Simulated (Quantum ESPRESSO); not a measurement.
# TaTiSe4: real-space fields with B86bPBE

TaTiSe4:

```xyz
6
Lattice="4.8359 0.0000 0.0000 0.0000 4.8359 0.0000 0.0000 0.0000 7.0483" Properties=species:S:1:pos:R:3 pbc="T T T"
Ti    2.4180    2.4180    3.5242
Ta    0.0000    0.0000    3.5242
Se    2.4180    2.4180    1.1861
Se    2.4180    2.4180    5.8622
Se    0.0000    2.4180    0.0000
Se    2.4180    0.0000    0.0000
```

The cell was built by a generator and needn't be a form met in nature.

```json
{
  "Program": "Quantum ESPRESSO 7.5",
  "Task": "real-space fields",
  "Functional": "B86bPBE",
  "Potentials or basis": "GBRV 1.5 PBEsol",
  "Cutoff": "612 eV",
  "Density cutoff": "4898 eV",
  "k mesh": "6 × 6 × 4",
  "Occupations": "methfessel-paxton, width 0.1 eV",
  "Spin": "no spin polarisation",
  "Mixing beta": "0.5",
  "Most SCF iterations": "120",
  "SCF threshold": "1.2e-09 Ry"
}
```

| Quantity | Value |
| --- | --- |
| Pressure | 1.7 GPa |
| Largest force | 2.999 eV/Å |
| Band gap on the k mesh | none (metal or under the smearing width) |

Forces on the atoms (eV/Å):
```
Ti   0.000  0.000  0.000
Ta   0.000  0.000  0.000
Se   0.000  0.000  2.999
Se   0.000  0.000 -2.999
Se   0.000  0.000  0.000
Se   0.000  0.000  0.000
```

Stress tensor (GPa, compression positive):
```
-5.13  0.00  0.00
 0.00 -5.13  0.00
 0.00  0.00 15.32
```

Levels at points of the mesh, in eV from the Fermi level:
| k point | band 21 | band 22 | band 23 | band 24 | band 25 | band 26 | band 27 | band 28 | band 29 | band 30 |
| --- | --- | --- | --- | --- | --- | --- | --- | --- | --- | --- |
| (0.00, 0.00, 0.00) | -0.88 | -0.80 | -0.80 | -0.66 | -0.07 | 0.51 | 0.51 | 0.58 | 1.67 | 1.67 |
| (0.00, 0.00, -0.50) | -0.87 | -0.87 | -0.65 | -0.48 | -0.47 | -0.29 | -0.29 | 0.81 | 1.02 | 1.02 |
| (0.00, -0.50, 0.00) | -0.95 | -0.81 | -0.45 | -0.14 | -0.11 | 0.30 | 0.30 | 0.37 | 0.53 | 0.76 |
| (0.00, -0.50, -0.50) | -1.38 | -1.31 | -0.67 | 0.05 | 0.09 | 0.15 | 0.29 | 0.30 | 0.48 | 0.48 |
| (-0.50, -0.50, 0.00) | -1.00 | 0.03 | 0.04 | 0.04 | 0.24 | 0.68 | 0.77 | 0.83 | 0.83 | 1.06 |
| (-0.50, -0.50, -0.50) | -1.15 | -0.86 | -0.06 | 0.01 | 0.09 | 0.09 | 0.74 | 1.00 | 1.16 | 1.24 |

Run time: 4.5 min on 1 thread of Intel(R) Xeon(R) 6975P-C (Granite Rapids), on a shared host, peak memory 0.9 GiB.

Caveat: the potentials were made for another functional, which shifts forces and pressure. Spin-orbit coupling is left out, which matters for the levels of Ta.
